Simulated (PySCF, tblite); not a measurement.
**ClGe2H3O, a small gas-phase stand-in for a defect centre: NMR shifts, core binding energies and electronic excitations**

Wanted: the NMR shifts, core binding energies and electronic excitations for `[Cl][Ge][O][GeH3]`. It is drawn as: twofold Ge.

Programs: tblite 0.8.0 and PySCF 2.14.0. All values are calculated, for the isolated system unless a continuum is named. Atoms count from 0, parts from 1.

### 1 The system as given

7 atoms, charge 0, multiplicity 1; geometry: distance geometry start.

### 2 Relaxing the cluster with GFN2-xTB

Job settings and geometry (Å):

```
{"job": {"kind": "relax", "xc": "GFN2-xTB", "basis": "xTB"}, "charge": 0, "multiplicity": 1}
Ge     1.561966    -1.261869     1.615738
O      1.906213    -1.810295    -0.136798
Ge     1.725245    -0.711090    -1.678768
Cl     1.290764    -0.248495     3.555824
H      0.572622    -1.249897    -2.486577
H      2.997580    -0.774818    -2.458447
H      1.413502     0.689654    -1.223309
```

Method: GFN2-xTB geometry optimisation, gas phase.

Launch:

```
> OMP_NUM_THREADS=1 python cluster_run.py task.json out
```

The driver reads the jobs from task.json and runs them one after another.

What it wrote:

```text
step      E/eV     max force
  0    -383.09198    2.571
  1    -383.26852    2.094
  2    -383.51633    2.294
  3    -383.59880    1.122
  4    -383.72375    1.067
  5    -383.93467    1.121
  6    -384.01367    1.393
  7    -384.12423    1.430
  8    -384.33365    1.212
  9    -384.44851    0.754
 10    -384.49061    0.797
 11    -384.56723    0.785
 12    -384.63414    0.926
 13    -384.67460    0.671
 14    -384.68848    0.363
 15    -384.69946    0.356
 16    -384.71062    0.420
 17    -384.72736    0.527
 18    -384.73775    0.347
 19    -384.74152    0.151
 20    -384.74259    0.080
 21    -384.74312    0.104
 22    -384.74411    0.141
 23    -384.74519    0.120
 24    -384.74605    0.086
 25    -384.74651    0.069
 26    -384.74684    0.064
 27    -384.74724    0.081
 28    -384.74784    0.081
 29    -384.74883    0.135
 30    -384.75045    0.179
 31    -384.75257    0.181
 32    -384.75437    0.122
 33    -384.75534    0.084
 34    -384.75569    0.078
 35    -384.75614    0.089
 36    -384.75687    0.108
 37    -384.75778    0.111
 38    -384.75851    0.073
 39    -384.75880    0.026
 40    -384.75887    0.025
 41    -384.75893    0.026
 42    -384.75907    0.041
 43    -384.75934    0.064
 44    -384.75981    0.082
 45    -384.76032    0.069
 46    -384.76062    0.036
 47    -384.76070    0.019
 48    -384.76072    0.018
 49    -384.76075    0.023
 50    -384.76078    0.020
 51    -384.76080    0.010
 52    -384.76081    0.002
```

Wall time 1.5 s (1 thread of Arm Neoverse N1, shared host).

Relaxation path:

| step | energy from step 0 (eV) | largest force (eV/Å) |
| --- | --- | --- |
| 0 | 0.0000 | 2.5717 |
| 2 | -0.4244 | 2.2945 |
| 4 | -0.6318 | 1.0671 |
| 6 | -0.9217 | 1.3929 |
| 8 | -1.2417 | 1.2118 |
| 10 | -1.3986 | 0.7977 |
| 12 | -1.5422 | 0.9266 |
| 14 | -1.5965 | 0.3630 |
| 16 | -1.6186 | 0.4196 |
| 18 | -1.6458 | 0.3468 |
| 20 | -1.6506 | 0.0793 |
| 22 | -1.6521 | 0.1413 |
| 24 | -1.6541 | 0.0851 |
| 26 | -1.6549 | 0.0640 |
| 28 | -1.6559 | 0.0809 |
| 30 | -1.6585 | 0.1787 |
| 32 | -1.6624 | 0.1229 |
| 34 | -1.6637 | 0.0782 |
| 36 | -1.6649 | 0.1074 |
| 38 | -1.6665 | 0.0734 |
| 40 | -1.6669 | 0.0248 |
| 42 | -1.6671 | 0.0412 |
| 44 | -1.6678 | 0.0824 |
| 46 | -1.6686 | 0.0357 |
| 48 | -1.6687 | 0.0171 |
| 50 | -1.6688 | 0.0196 |
| 52 | -1.6688 | 0.0024 |

Distances of close pairs at the start and the end, largest changes first:

| bond | before (Å) | after (Å) | change (Å) |
| --- | --- | --- | --- |
| O1–Ge2 | 1.902 | 1.749 | -0.153 |
| Ge0–O1 | 1.868 | 1.758 | -0.110 |
| Ge0–Cl3 | 2.206 | 2.164 | -0.042 |
| Ge2–H6 | 1.506 | 1.499 | -0.007 |
| Ge2–H4 | 1.507 | 1.500 | -0.007 |
| Ge2–H5 | 1.494 | 1.500 | +0.007 |

### 3 Geometry optimisation at PBE0-D3(BJ)/def2-SVP

Job settings and geometry (Å):

```
{"job": {"xc": "PBE0", "basis": "def2-SVP", "d3": "d3bj", "grid": 2, "kind": "geom", "shake": 0.01}, "charge": 0, "multiplicity": 1}
Ge     0.083601    -1.216190     2.099968
O      0.080541    -0.733778     0.397507
Ge     0.015869     0.150504    -1.118416
Cl    -0.233442     0.724921     3.046869
H     -1.068122    -0.499557    -1.908488
H      1.382960    -0.053221    -1.729554
H     -0.230789     1.593318    -0.810733
```

What it wrote:

```text
step   0  E = -4689.83161953  max force = 0.019642
step   1  E = -4689.83521870  max force = 0.021302
step   2  E = -4689.83635305  max force = 0.003498
step   3  E = -4689.83680241  max force = 0.006288
step   4  E = -4689.83720350  max force = 0.007396
step   5  E = -4689.83741336  max force = 0.003952
step   6  E = -4689.83749039  max force = 0.000799
step   7  E = -4689.83749600  max force = 0.000191
optimisation converged
```

Wall time 89 s (1 thread of Arm Neoverse N1, shared host); peak memory 0.56 GiB.

Along the way:

| step | energy from step 0 (eV) | largest force component (eV/Å) |
| --- | --- | --- |
| 0 | 0.0000 | 1.0100 |
| 1 | -0.0979 | 1.0954 |
| 2 | -0.1288 | 0.1799 |
| 3 | -0.1410 | 0.3233 |
| 4 | -0.1519 | 0.3803 |
| 5 | -0.1577 | 0.2032 |
| 6 | -0.1598 | 0.0411 |
| 7 | -0.1599 | 0.0098 |

Close pairs (by a distance rule), those that changed most:

| bond | before (Å) | after (Å) | change (Å) |
| --- | --- | --- | --- |
| Ge2–H4 | 1.491 | 1.537 | +0.046 |
| Ge0–Cl3 | 2.183 | 2.227 | +0.044 |
| O1–Ge2 | 1.756 | 1.796 | +0.040 |
| Ge2–H6 | 1.496 | 1.534 | +0.039 |
| Ge2–H5 | 1.511 | 1.537 | +0.026 |
| Ge0–O1 | 1.769 | 1.760 | -0.009 |

The end geometry stands in the next job.

| at the end point | value |
| --- | --- |
| point group (found at 0.08 Å tolerance) | C1 |
| rotational constants (GHz, main isotopes) | 3.725, 0.989, 0.789 |
| dipole moment (D) | 1.35 |

### 4 NMR shieldings: PBE0/pcSseg-2

Job settings and geometry (Å):

```
{"job": {"kind": "nmr", "xc": "PBE0", "basis": "pcSseg-2"}, "charge": 0, "multiplicity": 1}
Ge     0.050025    -1.149749     2.115512
O      0.118744    -1.079129     0.358019
Ge     0.034014     0.088470    -1.004537
Cl    -0.218864     1.004324     2.611962
H     -1.087918    -0.417804    -1.925078
H      1.398698     0.024511    -1.708912
H     -0.264025     1.495370    -0.469522
```

Level: GIAO PBE0/pcSseg-2 NMR shielding, non-relativistic, gas phase.

What it wrote:

```text
coarse grid: 33744 points
cycle   1  E = -4690.4597407998  dE = -1.182e+00  |g| = 1.669e+00  |ddm| = 2.104e+00
cycle   2  E = -4689.4102958138  dE =  1.049e+00  |g| = 2.825e+00  |ddm| = 1.723e+00
cycle   3  E = -4690.5845517374  dE = -1.174e+00  |g| = 7.623e-01  |ddm| = 1.471e+00
cycle   4  E = -4690.6952114464  dE = -1.107e-01  |g| = 1.493e-01  |ddm| = 4.261e-01
cycle   5  E = -4690.6974486667  dE = -2.237e-03  |g| = 4.093e-02  |ddm| = 1.371e-01
cycle   6  E = -4690.6977765405  dE = -3.279e-04  |g| = 2.100e-02  |ddm| = 4.418e-02
cycle   7  E = -4690.6978249510  dE = -4.841e-05  |g| = 3.448e-03  |ddm| = 9.560e-03
cycle   8  E = -4690.6978267886  dE = -1.838e-06  |g| = 7.186e-04  |ddm| = 2.749e-03
final grid: 65152 points
cycle   9  E = -4690.6978170103  dE =  4.183e-08  |g| = 1.077e-03  |ddm| = 1.335e-03
cycle  10  E = -4690.6978164373  dE =  5.730e-07  |g| = 2.039e-03  |ddm| = 1.483e-03
cycle  11  E = -4690.6978172056  dE = -7.683e-07  |g| = 2.747e-04  |ddm| = 9.860e-04
cycle  12  E = -4690.6978172165  dE = -1.081e-08  |g| = 2.142e-05  |ddm| = 1.295e-04
cycle  13  E = -4690.6978172165  dE = -6.730e-11  |g| = 6.432e-06  |ddm| = 1.542e-05
converged SCF energy = -4690.6978172165

GIAO shielding tensors (ppm)
atom      isotropic    diamagn.    paramagn.     s11        s22        s33       span
  0 Ge    1082.988    2754.387   -1671.399    607.228   1186.779   1454.955    847.727
  1 O       93.965     385.247    -291.282   -140.933    148.859    273.969    414.901
  2 Ge    1448.988    2754.839   -1305.850   1325.868   1392.908   1628.189    302.321
  3 Cl     520.165    1148.841    -628.676    -35.887    671.908    924.474    960.361
  4 H       26.176      28.036      -1.860     19.801     21.847     36.879     17.078
  5 H       26.167      28.087      -1.920     19.791     21.852     36.857     17.065
  6 H       25.236      28.465      -3.229     18.006     23.877     33.826     15.820
```

It took 53 s on 1 thread of Arm Neoverse N1, shared host; peak memory 1.1 GiB.

Shifts follow as δ = σ(reference) − σ, with reference shieldings (ppm) from runs at the same level and on the same kind of geometry: ¹H TMS 31.25, ¹⁷O H2O 328.2, ⁷³Ge GeMe4 1337, ³⁵Cl HCl 941. The references are single molecules in the gas phase, so shifts against H2O, NH3, PH3, H3PO4 or CFCl3 are not on the usual liquid scales and can be off by tens of ppm.

| atoms | environment | σ (ppm) | δ (ppm) |
| --- | --- | --- | --- |
| H6 | hydrogen on a germanium bonded to O | 25.24 | 6.01 |
| H5 | hydrogen on a germanium bonded to O | 26.17 | 5.08 |
| H4 | hydrogen on a germanium bonded to O | 26.18 | 5.07 |
| Ge0 | germanium bonded to Cl, O | 1083 | 254 |
| Ge2 | germanium bonded to O, 3 H | 1449 | -112 |
| O1 | oxygen bonded to 2 Ge | 94.0 | 234.2 |
| Cl3 | chlorine bonded to Ge | 520 | 421 |

Charges from the same density, by scheme (e):

| atoms | Mulliken | IAO | Hirshfeld | ESP fit |
| --- | --- | --- | --- | --- |
| Ge0 | 0.59 | 0.71 | 0.38 | 0.29 |
| O1 | -0.66 | -0.78 | -0.36 | -0.32 |
| Ge2 | 0.58 | 0.70 | 0.38 | 0.50 |
| Cl3 | -0.31 | -0.36 | -0.22 | -0.22 |

Mayer bond orders: Ge0–O1 1.08, O1–Ge2 0.86, Ge0–Cl3 1.01.

### 5 X-ray photoelectron lines: SCAN, X2C

The job, as its differences from that of step 4:

```diff
@@ -1,2 +1,2 @@
-{"job": {"kind": "nmr", "xc": "PBE0", "basis": "pcSseg-2"}, "charge": 0, "multiplicity": 1}
+{"job": {"kind": "xps", "holes": 5}, "charge": 0, "multiplicity": 1}
 Ge     0.050025    -1.149749     2.115512
```

With the program's defaults for keys left out, this is: delta-SCF UKS SCAN, pcX-2 on the ionised atom, pcseg-1 elsewhere, spin-free X2C.

What it wrote:

```text
ground state, core basis on atom 1 (O), 132 functions
  cycle   1  E = -4726.37928970  |g| = 9.81e-01
  cycle   2  E = -4724.11972372  |g| = 2.99e+00
  cycle   3  E = -4726.49670405  |g| = 4.50e-01
  cycle   4  E = -4726.54684652  |g| = 2.36e-01
  cycle   5  E = -4726.56656883  |g| = 6.32e-02
  cycle   6  E = -4726.56790103  |g| = 1.58e-02
  cycle   7  E = -4726.56796724  |g| = 1.89e-03
  cycle   8  E = -4726.56796315  |g| = 4.25e-04
  E(ground) = -4726.83768062 Eh
hole in O 1s of atom 1
  cycle   1  E = -4705.95289854  |g| = 2.24e+00
  cycle   2  E = -4705.06953531  |g| = 2.41e+00
  cycle   3  E = -4706.64997271  |g| = 5.53e-01
  cycle   4  E = -4706.36062065  |g| = 8.03e-01
  cycle   5  E = -4706.81614230  |g| = 9.42e-02
  cycle   6  E = -4706.81963393  |g| = 3.40e-02
  cycle   7  E = -4706.82032739  |g| = 5.82e-03
  cycle   8  E = -4706.82035504  |g| = 1.70e-03
  cycle   9  E = -4706.82035256  |g| = 5.50e-04
  cycle  10  E = -4706.82035565  |g| = 1.30e-04
  E(ion) = -4707.09148388 Eh   <S^2> = 0.7655   hole on atom = 1.000   binding energy = 537.321 eV
ground state, core basis on atom 3 (Cl), 143 functions
  cycle   1  E = -4726.71697066  |g| = 5.06e-01
  cycle   2  E = -4726.69391347  |g| = 3.67e-01
  cycle   3  E = -4726.65980677  |g| = 5.38e-01
  cycle   4  E = -4726.72094921  |g| = 2.92e-02
  cycle   5  E = -4726.72112778  |g| = 1.91e-02
  cycle   6  E = -4726.72121856  |g| = 4.48e-03
  cycle   7  E = -4726.72123184  |g| = 1.30e-03
  cycle   8  E = -4726.72122329  |g| = 1.98e-04
  E(ground) = -4726.97523430 Eh
hole in Cl 2p of atom 3
  cycle   1  E = -4718.67470701  |g| = 1.71e+00
  cycle   2  E = -4718.68993559  |g| = 1.27e+00
  cycle   3  E = -4719.02103513  |g| = 5.39e-01
  cycle   4  E = -4719.09778687  |g| = 3.74e-01
  cycle   5  E = -4719.15415689  |g| = 5.66e-02
  cycle   6  E = -4719.15614181  |g| = 1.52e-02
  cycle   7  E = -4719.15629676  |g| = 3.97e-03
  cycle   8  E = -4719.15630288  |g| = 1.16e-03
  cycle   9  E = -4719.15630147  |g| = 2.22e-04
  E(ion) = -4719.42033362 Eh   <S^2> = 0.7523   hole on atom = 1.001   binding energy = 205.579 eV
  2p3/2 = 205.008 eV   2p1/2 = 206.662 eV
```

It took 14 s on 1 thread of Arm Neoverse N1, shared host; peak memory 0.54 GiB.

The holes in one table. −ε is the ground-state orbital energy:

| hole | stands for | environment | ΔSCF (eV; 2p as the shell's mean) | −ε (eV) | ⟨S²⟩ |
| --- | --- | --- | --- | --- | --- |
| O1s on O1 | O1 | oxygen bonded to 2 Ge | 537.32 | 516.9 | 0.766 |
| Cl2p on Cl3 | Cl3 | chlorine bonded to Ge | 205.56 | 193.0 | 0.752 |

With the spin-orbit splitting: Cl3 2p3/2 205.01, 2p1/2 206.66 eV. The table gives each 2p level as the mean over the whole 2p shell (two parts 2p3/2, one part 2p1/2), which differs a little from the single hole in the log.

### 6 TDDFT and polarisability: CAM-B3LYP/def2-SVPD

The job, as its differences from that of step 5:

```diff
@@ -1,2 +1,2 @@
-{"job": {"kind": "xps", "holes": 5}, "charge": 0, "multiplicity": 1}
+{"job": {"kind": "uv", "xc": "CAM-B3LYP", "basis": "def2-SVPD", "nstates": 6, "ntriplets": 2, "ip": true}, "charge": 0, "multiplicity": 1}
 Ge     0.050025    -1.149749     2.115512
```

Method: TDDFT CAM-B3LYP/def2-SVPD, vertical, gas phase, core orbitals frozen in the response.

What it wrote:

```text
coarse grid: 33744 points
cycle   1  E = -4690.6650600650  dE = -1.120e+00  |g| = 9.725e-01  |ddm| = 3.061e+00
cycle   2  E = -4690.3173870980  dE =  3.477e-01  |g| = 1.663e+00  |ddm| = 2.440e+00
cycle   3  E = -4690.8253371427  dE = -5.080e-01  |g| = 2.323e-01  |ddm| = 1.534e+00
cycle   4  E = -4690.8357909443  dE = -1.045e-02  |g| = 4.643e-02  |ddm| = 2.861e-01
cycle   5  E = -4690.8361597875  dE = -3.688e-04  |g| = 8.248e-03  |ddm| = 6.928e-02
cycle   6  E = -4690.8361784053  dE = -1.862e-05  |g| = 3.467e-03  |ddm| = 1.569e-02
cycle   7  E = -4690.8361805130  dE = -2.108e-06  |g| = 7.980e-04  |ddm| = 5.013e-03
final grid: 65152 points
cycle   8  E = -4690.8361457361  dE = -2.319e-07  |g| = 6.495e-04  |ddm| = 2.681e-03
cycle   9  E = -4690.8361456771  dE =  5.899e-08  |g| = 9.311e-04  |ddm| = 1.365e-03
cycle  10  E = -4690.8361458326  dE = -1.555e-07  |g| = 1.332e-04  |ddm| = 8.362e-04
cycle  11  E = -4690.8361458363  dE = -3.723e-09  |g| = 4.375e-05  |ddm| = 1.386e-04
cycle  12  E = -4690.8361458372  dE = -8.677e-10  |g| = 1.387e-05  |ddm| = 1.461e-04
converged SCF energy = -4690.8361458372

Static polarisability (au): isotropic 79.153, principal 64.161 82.092 91.206

Singlet excitations
state   eV       nm        f      main configurations
  1   4.5897    270.1   0.03874   H->L 0.99
  2   5.2584    235.8   0.00011   H-1->L 0.93
  3   5.7901    214.1   0.02627   H-2->L 0.83
  4   6.0322    205.5   0.00757   H-3->L 0.87, H-5->L 0.10
  5   6.5825    188.4   0.03427   H-4->L 0.78
  6   6.9409    178.6   0.20870   H->L+1 0.79

Triplet excitations (Tamm-Dancoff, eV): 3.2502 5.0819
Vertical ionisation energy (delta-SCF) = 10.1684 eV
Vertical electron affinity (delta-SCF) = 0.5132 eV
```

It took 3.2 min on 1 thread of Arm Neoverse N1, shared host; peak memory 0.77 GiB.

The orbitals next to the gap, with their largest atomic shares:

| orbital | eV | atoms |
| --- | --- | --- |
| HOMO−3 | -10.57 | Ge2 25 %, H6 21 %, O1 20 % |
| HOMO−2 | -10.23 | Cl3 50 %, O1 26 %, Ge2 8 % |
| HOMO−1 | -10.19 | Cl3 67 %, O1 25 % |
| HOMO | -9.20 | Ge0 47 %, Cl3 36 %, O1 14 % |
| LUMO | -1.28 | Ge0 68 %, O1 17 %, Cl3 14 % |
| LUMO+1 | 0.49 | Ge0 28 %, Ge2 25 %, O1 14 % |
| LUMO+2 | 0.84 | Ge2 41 %, Ge0 20 %, Cl3 13 % |

With each of the 6 states as a Gaussian band of 0.4 eV half-width at 1/e, the curve within the window shown has maxima at 270 nm (ε 1,600), 211 nm (ε 1,300), 179 nm (ε 9,100) L/(mol cm). Beyond the last state computed it falls off for lack of states. The curve at chosen wavelengths:

(nm, ε (L/mol/cm)): (171, 4907), (177, 8771), (182, 8545), (188, 5314), (193, 2896), (199, 1531), (204, 1298), (210, 1347), (215, 1274), (221, 963), (227, 587), (232, 365), (238, 281), (243, 371), (249, 641), (254, 944), (260, 1298), (266, 1526), (271, 1566), (277, 1439), (282, 1232), (288, 934), (293, 693), (299, 452), (304, 300), (310, 174)

Further results of this job:

| property | computed |
| --- | --- |
| dipole moment (D) | 1.60 |
| polarisability (Å³) | 11.73 |
| HOMO–LUMO gap (eV) | 7.91 |
| −ε(HOMO) (eV) | 9.20 |

### 7 Outcome

| quantity | value |
| --- | --- |
| point group | C1 |
| rotational constants (main isotopes) | 3.73, 0.99, 0.79 GHz |
| ¹H shifts against TMS (PBE0/pcSseg-2) | 6.01, 5.08, 5.07 ppm |
| ⁷³Ge shifts against GeMe4 (PBE0/pcSseg-2) | 254, -112 ppm |
| ¹⁷O shifts against H2O (PBE0/pcSseg-2) | 234.2 ppm |
| ³⁵Cl shifts against HCl (PBE0/pcSseg-2) | 421 ppm |
| O1s binding energies, SCAN/pcX-2 | O1 537.32 eV |
| Cl2p binding energies, SCAN/pcX-2 | Cl3 205.56 eV |
| lowest singlet (CAM-B3LYP/def2-SVPD) | 4.59 eV (270 nm), f = 0.039 |
| brightest single state of those computed | state 6, 6.94 eV, f = 0.209 |
| lowest triplet | 3.25 eV |
| vertical ionisation energy (ΔSCF) | 10.17 eV |
| vertical electron affinity (ΔSCF) | 0.51 eV |

In words: The start of the PBE0/def2-SVP relaxation was shaken at random by about 0.01 Å, so part of the energy gained, and of the first lengths quoted, undoes that. Relaxing lowered the energy by 0.160 eV in 7 steps; the close pair that moved most is Ge2–H4, from 1.491 to 1.537 Å (PBE0/def2-SVP). Hydrogens of an XH3 group are listed apart at this fixed geometry; free rotation makes them one line at their mean. At PBE0/pcSseg-2: The largest span, 960 ppm, is at Cl3, where the paramagnetic term is -629 ppm. The lowest singlet, at 4.59 eV, is HOMO→LUMO 0.99 and is weak; of the 6 states computed, the strongest absorption comes from state 6 at 6.94 eV (the last computed, so partners may be missing). The lowest triplet lies 1.34 eV below the lowest singlet (triplets in Tamm-Dancoff, singlets in full TDDFT). ΔSCF puts the ionisation energy at 10.17 eV, 0.97 eV above −ε(HOMO). Spin-orbit coupling is left out, which matters for shieldings and couplings at and beside the heavy atoms.
